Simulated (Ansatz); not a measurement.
# Li: the cost of one run

All numbers below are computed with Ansatz 0.2.0 (DFT PBE, plane waves, PAW, scalar-relativistic, no spin polarisation).

## Step 1: The system as given

The cell holds 16 atoms (Li16): a = 7.205 Å, b = 7.205 Å, c = 7.205 Å, α = 90.00°, β = 90.00°, γ = 90.00°.

Structure file:

```xyz
16
Lattice="7.2053 0.0000 0.0000 0.0000 7.2053 0.0000 0.0000 0.0000 7.2053" Properties=species:S:1:pos:R:3 pbc="T T T"
Li    0.0000    0.0000    0.0000
Li    3.6027    0.0000    0.0000
Li    0.0000    3.6027    0.0000
Li    0.0000    0.0000    3.6027
Li    1.8013    1.8013    1.8013
Li    3.6027    3.6027    0.0000
Li    3.6027    0.0000    3.6027
Li    5.4040    1.8013    1.8013
Li    0.0000    3.6027    3.6027
Li    1.8013    5.4040    1.8013
Li    1.8013    1.8013    5.4040
Li    3.6027    3.6027    3.6027
Li    5.4040    5.4040    1.8013
Li    5.4040    1.8013    5.4040
Li    1.8013    5.4040    5.4040
Li    5.4040    5.4040    5.4040
```

## Step 2: Run 1

30 steps of 1 fs under a Langevin thermostat at 1300 K.

input.yaml reads:

```yaml
accuracy: low
crystal:
  lattice:
    - [7.205315, 0.0, 0.0]
    - [0.0, 7.205315, 0.0]
    - [0.0, 0.0, 7.205315]
  atoms:
    - { symbol: Li, position: [0.0, 0.0, 0.0] }
    - { symbol: Li, position: [0.5, 0.0, 0.0] }
    - { symbol: Li, position: [0.0, 0.5, 0.0] }
    - { symbol: Li, position: [0.0, 0.0, 0.5] }
    - { symbol: Li, position: [0.25, 0.25, 0.25] }
    - { symbol: Li, position: [0.5, 0.5, 0.0] }
    - { symbol: Li, position: [0.5, 0.0, 0.5] }
    - { symbol: Li, position: [0.75, 0.25, 0.25] }
    - { symbol: Li, position: [0.0, 0.5, 0.5] }
    - { symbol: Li, position: [0.25, 0.75, 0.25] }
    - { symbol: Li, position: [0.25, 0.25, 0.75] }
    - { symbol: Li, position: [0.5, 0.5, 0.5] }
    - { symbol: Li, position: [0.75, 0.75, 0.25] }
    - { symbol: Li, position: [0.75, 0.25, 0.75] }
    - { symbol: Li, position: [0.25, 0.75, 0.75] }
    - { symbol: Li, position: [0.75, 0.75, 0.75] }
basis:
  ecutwfc: 420.0
kpoints:
  mp_grid: { grid: [2, 2, 2] }
hamiltonian:
  xc: pbe
scf:
  occupations: { method: fermi_dirac, width: 0.11 }
  lower_state_search: "off"
md:
  timestep: 1
  n_steps: 30
  ensemble: nvt_langevin
  temperature: 1300.0
  initial_velocities: maxwell_boltzmann
  seed: 98428
  friction: 0.02
```

Launch:

```sh
$ ansatz run input.yaml --threads 1 --pin off --max-ram 3072MiB --backend cpu --events-out ev --progress --plain --runs-dir out
```

**Question.** How long does this run take on 1 thread of AMD EPYC, shared host, and how much memory does it need?

About 5.9 min, with a peak of 0.61 GiB.
